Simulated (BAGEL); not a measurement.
**B2SiH3OF (SMILES FB1BO[SiH2]1): levels of theory compared**

We compute a comparison of 4 runs (HF/STO-3G, HF/3-21G, HF/6-31G*, HF/cc-pVDZ) of B2SiH3OF. 

Program for the calculation: BAGEL 1.2.2.

2 further runs of the same task are left out: 2 set aside as unsound or not needed.

## Step 1: Starting point

B2SiH3OF has 8 atoms, charge 0, and is taken as a singlet. As SMILES, `FB1BO[SiH2]1`. One bond was lengthened or shortened from a relaxed shape.

Bond lengths: F1–B2 1.502 Å, B2–B3 1.746 Å, B3–O4 1.365 Å, B2–Si5 2.041 Å, O4–Si5 1.721 Å, B3–H6 1.197 Å, Si5–H7 1.489 Å, Si5–H8 1.489 Å. Some angles: F1–B2–B3 139.6°, F1–B2–Si5 140.7°, B3–B2–Si5 79.7°, B2–B3–O4 98.8°, B3–O4–Si5 103.7°, B2–Si5–O4 77.8°, B2–B3–H6 140.6°, O4–B3–H6 120.6°, B2–Si5–H7 123.0°, B2–Si5–H8 123.0°.

## Step 2: The energy at HF/STO-3G (density fitting with qzvpp-jkfit) (run 1)

File job.json:

```json
{ "bagel" : [

{
  "title" : "molecule",
  "basis" : "sto-3g",
  "df_basis" : "qzvpp-jkfit",
  "angstrom" : true,
  "geometry" : [
    { "atom" : "F", "xyz" : [      -0.695415,      -0.993842,       2.402970 ] },
    { "atom" : "B", "xyz" : [      -0.229200,      -0.367200,       1.119900 ] },
    { "atom" : "B", "xyz" : [       0.848600,       0.890900,       0.568500 ] },
    { "atom" : "O", "xyz" : [       0.644400,       0.766700,      -0.775900 ] },
    { "atom" : "Si", "xyz" : [      -0.499600,      -0.513000,      -0.897400 ] },
    { "atom" : "H", "xyz" : [       1.607300,       1.712300,       0.996800 ] },
    { "atom" : "H", "xyz" : [      -1.722100,      -0.018900,      -1.588700 ] },
    { "atom" : "H", "xyz" : [       0.077300,      -1.615700,      -1.714600 ] }
  ]
},

{
  "title" : "hf"
},

{
  "title" : "print",
  "file" : "orbitals.molden",
  "orbitals" : true
}

]}
```

Started as:

```sh
BAGEL_NUM_THREADS=1 BAGEL job.json > job.out
```

Standard output:

```text
* using 1 threads per process

  ===============================================================
  ===============================================================

  *** Geometry ***

  { "atom" : "F", "xyz" : [     -1.314144,     -1.878089,      4.540955 ] },
  { "atom" : "B", "xyz" : [     -0.433125,     -0.693907,      2.116304 ] },
  { "atom" : "B", "xyz" : [      1.603622,      1.683557,      1.074309 ] },
  { "atom" : "O", "xyz" : [      1.217740,      1.448853,     -1.466239 ] },
  { "atom" : "Si", "xyz" : [     -0.944107,     -0.969430,     -1.695840 ] },
  { "atom" : "H", "xyz" : [      3.037357,      3.235778,      1.883679 ] },
  { "atom" : "H", "xyz" : [     -3.254297,     -0.035716,     -3.002208 ] },
  { "atom" : "H", "xyz" : [      0.146076,     -3.053231,     -3.240124 ] },

  Number of auxiliary basis functions:      486

  Since a DF basis is specified, we compute 2- and 3-index integrals:
    o Being stored without compression. Storage requirement is 0.004 GB

  Number of basis functions:       32
  Number of electrons      :       44

    * METHOD: MOLECULE                             0.15

  *** RHF ***

  === Nuclear Repulsion ===
   180.7112022534

      * DIIS with orbital gradients will be used.

  === RHF iteration (sto-3g) ===
      0       -507.85521948          0.02117068           0.02
      1       -507.98297385          0.01059811           0.02
      2       -508.01194808          0.00193318           0.02
      3       -508.01410524          0.00052792           0.02
      4       -508.01424880          0.00020869           0.02
      5       -508.01427951          0.00006607           0.02
      6       -508.01428260          0.00001550           0.02
      7       -508.01428278          0.00000412           0.02
      8       -508.01428279          0.00000130           0.02
      9       -508.01428279          0.00000047           0.02
     10       -508.01428279          0.00000018           0.02
     11       -508.01428279          0.00000007           0.02
     12       -508.01428279          0.00000003           0.02
     13       -508.01428279          0.00000001           0.02
    * SCF iteration converged.

    * Permanent dipole moment:
           (    0.437356,     0.471734,     0.269179) a.u.

    * METHOD: HF                                   0.37

    * METHOD: PRINT                                0.00

  ===============================================================
```

It took 0.68 s on 1 thread of Arm Neoverse V2, shared host.

## Step 3: A single-point energy at HF/3-21G (density fitting with qzvpp-jkfit) (run 2)

File input.json:

```json
{ "bagel" : [

{
  "title" : "molecule",
  "basis" : "3-21g",
  "df_basis" : "qzvpp-jkfit",
  "angstrom" : true,
  "geometry" : [
    { "atom" : "F", "xyz" : [   -0.695415,   -0.993842,    2.402970 ] },
    { "atom" : "B", "xyz" : [   -0.229200,   -0.367200,    1.119900 ] },
    { "atom" : "B", "xyz" : [    0.848600,    0.890900,    0.568500 ] },
    { "atom" : "O", "xyz" : [    0.644400,    0.766700,   -0.775900 ] },
    { "atom" : "Si", "xyz" : [   -0.499600,   -0.513000,   -0.897400 ] },
    { "atom" : "H", "xyz" : [    1.607300,    1.712300,    0.996800 ] },
    { "atom" : "H", "xyz" : [   -1.722100,   -0.018900,   -1.588700 ] },
    { "atom" : "H", "xyz" : [    0.077300,   -1.615700,   -1.714600 ] }
  ]
},
{ "title" : "hf" },
{ "title" : "print", "file" : "orbitals.molden", "orbitals" : true }

]}
```

Started as:

```sh
BAGEL_NUM_THREADS=1 BAGEL input.json > input.out
```

Standard output:

```text
* using 1 threads per process

  ===============================================================
  ===============================================================

  *** Geometry ***

  { "atom" : "F", "xyz" : [     -1.314144,     -1.878089,      4.540955 ] },
  { "atom" : "B", "xyz" : [     -0.433125,     -0.693907,      2.116304 ] },
  { "atom" : "B", "xyz" : [      1.603622,      1.683557,      1.074309 ] },
  { "atom" : "O", "xyz" : [      1.217740,      1.448853,     -1.466239 ] },
  { "atom" : "Si", "xyz" : [     -0.944107,     -0.969430,     -1.695840 ] },
  { "atom" : "H", "xyz" : [      3.037357,      3.235778,      1.883679 ] },
  { "atom" : "H", "xyz" : [     -3.254297,     -0.035716,     -3.002208 ] },
  { "atom" : "H", "xyz" : [      0.146076,     -3.053231,     -3.240124 ] },

  Number of auxiliary basis functions:      486

  Since a DF basis is specified, we compute 2- and 3-index integrals:
    o Being stored without compression. Storage requirement is 0.012 GB

  Number of basis functions:       55
  Number of electrons      :       44

    * METHOD: MOLECULE                             0.16

  *** RHF ***

  === Nuclear Repulsion ===
   180.7112022534

      * DIIS with orbital gradients will be used.

  === RHF iteration (3-21g) ===
      0       -511.42946394          0.02869298           0.04
      1       -511.54886207          0.02164176           0.04
      2       -511.63520123          0.00197139           0.04
      3       -511.63731631          0.00058725           0.04
      4       -511.63743217          0.00023254           0.04
      5       -511.63746026          0.00005901           0.04
      6       -511.63746287          0.00001847           0.04
      7       -511.63746314          0.00000562           0.04
      8       -511.63746316          0.00000211           0.04
      9       -511.63746316          0.00000096           0.04
     10       -511.63746316          0.00000028           0.04
     11       -511.63746316          0.00000014           0.04
     12       -511.63746316          0.00000005           0.04
     13       -511.63746316          0.00000001           0.04
     14       -511.63746316          0.00000000           0.04
    * SCF iteration converged.

    * Permanent dipole moment:
           (    0.316257,     0.336365,     0.254728) a.u.

    * METHOD: HF                                   0.68

    * METHOD: PRINT                                0.01

  ===============================================================
```

Wall time 1 s (1 thread of Arm Neoverse V2, shared host).

Run 3 isn't shown in full; the table further down has it.

## Step 4: A single-point energy at HF/cc-pVDZ (density fitting with qzvpp-jkfit) (run 4)

File input.json:

```json
{ "bagel": [

{
  "title": "molecule",
  "basis": "cc-pvdz.json",
  "df_basis": "qzvpp-jkfit",
  "angstrom": true,
  "geometry": [
    { "atom": "F", "xyz": [      -0.695415,      -0.993842,       2.402970 ] },
    { "atom": "B", "xyz": [      -0.229200,      -0.367200,       1.119900 ] },
    { "atom": "B", "xyz": [       0.848600,       0.890900,       0.568500 ] },
    { "atom": "O", "xyz": [       0.644400,       0.766700,      -0.775900 ] },
    { "atom": "Si", "xyz": [      -0.499600,      -0.513000,      -0.897400 ] },
    { "atom": "H", "xyz": [       1.607300,       1.712300,       0.996800 ] },
    { "atom": "H", "xyz": [      -1.722100,      -0.018900,      -1.588700 ] },
    { "atom": "H", "xyz": [       0.077300,      -1.615700,      -1.714600 ] }
  ]
},

{ "title": "hf" },

{ "title": "print", "file": "orbitals.molden", "orbitals": true }

]}
```

The basis set cc-pVDZ is read from a file made from the Basis Set Exchange's data (not shown).

Started as:

```sh
BAGEL_NUM_THREADS=1 BAGEL input.json > input.out
```

Standard output:

```text
* using 1 threads per process

  ===============================================================
  ===============================================================

  *** Geometry ***

  { "atom" : "F", "xyz" : [     -1.314144,     -1.878089,      4.540955 ] },
  { "atom" : "B", "xyz" : [     -0.433125,     -0.693907,      2.116304 ] },
  { "atom" : "B", "xyz" : [      1.603622,      1.683557,      1.074309 ] },
  { "atom" : "O", "xyz" : [      1.217740,      1.448853,     -1.466239 ] },
  { "atom" : "Si", "xyz" : [     -0.944107,     -0.969430,     -1.695840 ] },
  { "atom" : "H", "xyz" : [      3.037357,      3.235778,      1.883679 ] },
  { "atom" : "H", "xyz" : [     -3.254297,     -0.035716,     -3.002208 ] },
  { "atom" : "H", "xyz" : [      0.146076,     -3.053231,     -3.240124 ] },

  Number of auxiliary basis functions:      486

  Since a DF basis is specified, we compute 2- and 3-index integrals:
    o Being stored without compression. Storage requirement is 0.031 GB

  Number of basis functions:       89
  Number of electrons      :       44

    * METHOD: MOLECULE                             0.21

  *** RHF ***

  === Nuclear Repulsion ===
   180.7112022534

      * DIIS with orbital gradients will be used.

  === RHF iteration (cc-pvdz.json) ===
      0       -514.12320514          0.01672928           0.07
      1       -514.26867839          0.01417857           0.07
      2       -514.39904710          0.00165295           0.06
      3       -514.40247091          0.00048091           0.07
      4       -514.40272632          0.00018758           0.06
      5       -514.40276168          0.00006323           0.07
      6       -514.40276677          0.00002506           0.06
      7       -514.40276767          0.00000487           0.07
      8       -514.40276771          0.00000179           0.06
      9       -514.40276772          0.00000071           0.07
     10       -514.40276772          0.00000022           0.07
     11       -514.40276772          0.00000006           0.07
     12       -514.40276772          0.00000002           0.07
     13       -514.40276772          0.00000001           0.07
    * SCF iteration converged.

    * Permanent dipole moment:
           (    0.147076,     0.132285,     0.424855) a.u.

    * METHOD: HF                                   1.09

    * METHOD: PRINT                                0.01

  ===============================================================
```

Run time: 1.5 s. Hardware: 1 thread of Arm Neoverse V2, shared host; peak memory 0.12 GiB.

## Step 5: All runs side by side

| run | level | energy (Eh) | dipole moment (D) | HOMO energy (eV) | LUMO energy (eV) | wall time |
| --- | --- | --- | --- | --- | --- | --- |
| 1 | HF/STO-3G (density fitting with qzvpp-jkfit) | -508.014283 | 1.77 | -7.72 | 5.40 | 0.68 s |
| 2 | HF/3-21G (density fitting with qzvpp-jkfit) | -511.637463 | 1.34 | -10.50 | 0.61 | 1 s |
| 3 | HF/6-31G* (density fitting with qzvpp-jkfit, spherical functions) | -514.373679 | 1.15 | -10.33 | 0.83 | 1.4 s |
| 4 | HF/cc-pVDZ (density fitting with qzvpp-jkfit) | -514.402768 | 1.19 | -10.41 | 0.60 | 1.5 s |

## Step 6: What came out

| quantity | value |
| --- | --- |
| run 4: total energy | -514.40277 Eh |
| run 4: dipole moment | 1.19 D |
| run 4: HOMO energy | -10.41 eV |
| run 4: LUMO energy | 0.60 eV |
| run 4: HOMO–LUMO gap | 11.01 eV |

The dipole moment (its size) runs from 1.15 D (HF/6-31G*) to 1.77 D (HF/STO-3G). The HOMO–LUMO gap runs from 11.01 eV (HF/cc-pVDZ) to 13.13 eV (HF/STO-3G). In run 1 the basis is minimal, so the values are rough. All runs together took 4.5 s, the longest 1.5 s.
